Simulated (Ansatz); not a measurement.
# C2H8B2O: small, medium and large basis sets

The task here is to estimate one member of a computed series from the others.

The runs use Ansatz 0.2.0, Gaussian basis; one geometry, several basis sets.

Levels to be run: PBE0-D4/def2-SVP; ωB97M-V/def2-SVP; PBE0-D4/def2-QZVPP; ωB97M-V/def2-QZVPP; the functionals' def2-TZVPP values are taken from earlier runs.

## Structure used throughout

An earlier PBE0-D4 in a triple-zeta def2 set relaxation fixed the geometry.

SMILES `BCB(C)O`, 13 atoms, charge 0, spin multiplicity 1.

Atoms are counted from 1 here; the program's logs count them from 0.

Bond lengths: B1–C2 1.539 Å, B1–H6 1.198 Å, B1–H7 1.200 Å, C2–B3 1.600 Å, C2–H8 1.095 Å, C2–H9 1.092 Å, B3–C4 1.564 Å, B3–O5 1.361 Å, C4–H10 1.091 Å, C4–H11 1.096 Å, C4–H12 1.095 Å, O5–H13 0.961 Å. Angles: C2–B1–H6 121.3°, C2–B1–H7 120.6°, H6–B1–H7 118.0°, B1–C2–B3 104.5°, B1–C2–H8 112.3°, B1–C2–H9 113.3°, B3–C2–H8 107.3°, B3–C2–H9 108.0°, H8–C2–H9 110.9°, C2–B3–C4 122.0°, C2–B3–O5 120.1°, C4–B3–O5 117.9°, B3–C4–H10 113.0°, B3–C4–H11 109.8°, B3–C4–H12 111.0°, H10–C4–H11 108.2°, H10–C4–H12 109.0°, H11–C4–H12 105.6° and more.

The first run:

The input, in.yaml:

```yaml
crystal:
  periodic: [false, false, false]
  atoms:
    - {symbol: B, position_ang: [-1.791708, -0.118705, -0.564940]}
    - {symbol: C, position_ang: [-0.337754, -0.249310, -1.051857]}
    - {symbol: B, position_ang: [0.539136, 0.363321, 0.137471]}
    - {symbol: C, position_ang: [1.280874, -0.544416, 1.172643]}
    - {symbol: O, position_ang: [0.650169, 1.712109, 0.277268]}
    - {symbol: H, position_ang: [-2.315266, -0.989453, 0.069925]}
    - {symbol: H, position_ang: [-2.406951, 0.895924, -0.744988]}
    - {symbol: H, position_ang: [-0.142038, 0.353351, -1.945352]}
    - {symbol: H, position_ang: [-0.024016, -1.284021, -1.204341]}
    - {symbol: H, position_ang: [1.727536, 0.021067, 1.991916]}
    - {symbol: H, position_ang: [2.077493, -1.105860, 0.671016]}
    - {symbol: H, position_ang: [0.604526, -1.298789, 1.587356]}
    - {symbol: H, position_ang: [0.158497, 2.210083, -0.381118]}
basis:
  gaussian: {orbitals: def2-SVP}
hamiltonian: {xc: pbe0, dispersion: d4}
output: {orbitals: {seedname: orbitals}}
```

Among the steps run: PBE0-D4 in def2-SVP; ωB97M-V in def2-SVP; PBE0-D4 in def2-QZVPP; ωB97M-V in def2-QZVPP.

One of the session's tables, all rows but one given; the rest of the session is left out.

It belongs to the step «Density functionals: the series». 

```
functional       basis  HOMO (eV)
   PBE0-D4    def2-SVP      -8.39
   PBE0-D4  def2-TZVPP      -8.46
   PBE0-D4  def2-QZVPP          ?
   ωB97M-V    def2-SVP     -10.67
   ωB97M-V  def2-TZVPP     -10.75
   ωB97M-V  def2-QZVPP     -10.76
```

**Question.** Estimate the row for PBE0-D4, def2-QZVPP.

**Answer.** HOMO (eV): -8.47. In the column «HOMO (eV)» it lies between ωB97M-V, def2-SVP (-10.67) and PBE0-D4, def2-TZVPP (-8.46).
